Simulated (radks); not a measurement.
**Taking charge from the 4f level of Ce²⁺ in fractions**

One table from this session's results is given with a row withheld; the runs are named, their logs left out.

The numbers are computed with radks (a radial shooting solver on a logarithmic mesh, Libxc functionals) version 1 (scalar-relativistic Kohn-Sham, r2SCAN, spin-polarised, spherical densities, finite nucleus), except any that are marked as measured or tabulated.

### What is computed

| Item | Value |
| --- | --- |
| element | cerium (Z = 58) |
| charge | +2 |
| electrons | 56 |
| configuration | [Xe] 4f(up 2, down 0) |
| nuclear rms radius | 4.8771 fm |

A shell typed twice in an input gives spin up, then spin down.

The first run:

Settings of this run:

```text
Z 58
configuration [Xe] 4f2 4f0
relativity scalar-relativistic
functional r2scan,r2scan
spin polarised
nucleus finite rms 4.8771 fm
c 137.035999084
```

Among the steps run: Start: [Xe] 4f(up 2, down 0).

One table of the session follows, with a row left open; its other results are not shown here.

It belongs to the step «Start: [Xe] 4f(up 2, down 0)». Sizes of the orbitals, from the radial functions (bohr):

```
  level     <r>  outermost maximum (interpolated)  90 % within  nodes
  4d up  0.7501                             0.654         1.13      1
4d down  0.7498                             0.654         1.13      1
  5s up   1.546                              1.39         2.22      4
5s down   1.560                              1.40         2.25      4
  5p up       ?                                 ?            ?      ?
5p down   1.801                              1.58         2.62      3
  4f up   1.201                             0.725         2.13      0
4f down   1.230                             0.726         2.20      0
```

**Question.** Estimate the row for 5p up.

As computed: <r>: 1.783; outermost maximum (interpolated): 1.57; 90 % within: 2.59; nodes: 3. In the column «<r>» it lies between 5s down (1.560) and 5p down (1.801).
